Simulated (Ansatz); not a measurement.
Runs of Ansatz 0.2.0 on CoW3. Symmetry: Pm-3m, No. 221, cubic system. The conventional cell has a = 3.907 Å, b = 3.907 Å, c = 3.907 Å, α = 90.00°, β = 90.00°, γ = 90.00°. W (site symmetry 4/mmm) has 8 W at 2.76 Å and 4 Co at 2.76 Å as nearest neighbours. Co (site symmetry m-3m) is surrounded by 12 W at 2.76 Å. The cell comes from a database or a generator and needn't be the stable form of this composition.

```tsv
spin	fixed moment (μB)	pressure (GPa)	moment (μB)
collinear, program default start	0.0	-10.5	0.00
collinear, ferromagnetic start	1.5	-9.0	1.50
collinear, ferromagnetic start	1.0	(a)	1.00
collinear, ferromagnetic start	4.0	(b)	4.00
collinear, ferromagnetic start	0.5	-10.3	0.50
```

Alike in all rows: task single point; level PBEsol; potentials or basis Ansatz PAW; cell as given; k mesh 6 × 6 × 6; cutoff (eV) 420; smearing fermi-dirac 0.05 eV.

Task: Estimate the missing entries.

Result: (a) -9.9; (b) -2.6.

Caveats: the total moment is fixed, so each spin has its own Fermi level; the PAW data sets come from PBE, with cores solved anew for the run's functional, which leaves a small shift of forces and pressure; the thresholds are loose for stress.
